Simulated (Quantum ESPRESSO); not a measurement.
An input for Quantum ESPRESSO 7.5 (GeOs3):

File pw.in:

```
&CONTROL
  calculation = 'scf'
  prefix = 'pwscf'
  outdir = './tmp'
  pseudo_dir = './pseudo'
  tprnfor = .true.
  tstress = .true.
  disk_io = 'low'
/
&SYSTEM
  ibrav = 0
  nat = 4
  ntyp = 2
  ecutwfc = 45
  ecutrho = 360
  nbnd = 42
  input_dft = 'rpbe'
  occupations = 'smearing'
  smearing = 'fd'
  degauss = 0.01469973
  vdw_corr = 'grimme-d3'
  dftd3_version = 5
/
&ELECTRONS
  conv_thr = 8d-10
  electron_maxstep = 50
  mixing_beta = 0.002
  mixing_ndim = 1
/
ATOMIC_SPECIES
Ge    72.6300 ge_pbesol_v1.4.uspp.F.UPF
Os   190.2300 os_pbesol_v1.2.uspp.F.UPF
CELL_PARAMETERS angstrom
   3.9242300100    0.0000000000    0.0000000000
   0.0000000000    3.9242300100    0.0000000000
   0.0000000000    0.0000000000    3.9242300100
ATOMIC_POSITIONS crystal
Ge     0.0000000000    0.0000000000    0.0000000000
Os     0.0000000000    0.5000000000    0.5000000000
Os     0.5000000000    0.0000000000    0.5000000000
Os     0.5000000000    0.5000000000    0.0000000000
K_POINTS automatic
7 7 7 0 0 0
```

Potentials or basis: GBRV 1.5 PBEsol.

The run is started by

```console
$ OMP_NUM_THREADS=1 pw.x -in pw.in > pw.out
```

Does this run start?

The run stopped without a result. It printed:

pw.out:

```text
This program is part of the open-source Quantum ESPRESSO suite
     for quantum simulation of materials; please cite
         "P. Giannozzi et al., J. Phys.:Condens. Matter 21 395502 (2009);
         "P. Giannozzi et al., J. Phys.:Condens. Matter 29 465901 (2017);
         "P. Giannozzi et al., J. Chem. Phys. 152 154105 (2020);
     in publications or presentations arising from this work. More details at

     IMPORTANT: XC functional enforced from input :
     Exchange-correlation= RPBE
                           (   1   4  44   4   0   0   0)
     Any further DFT definition will be discarded
     Please, verify this is what you really want

 program stopped due to: functional name unknown
STOP must stop!
```
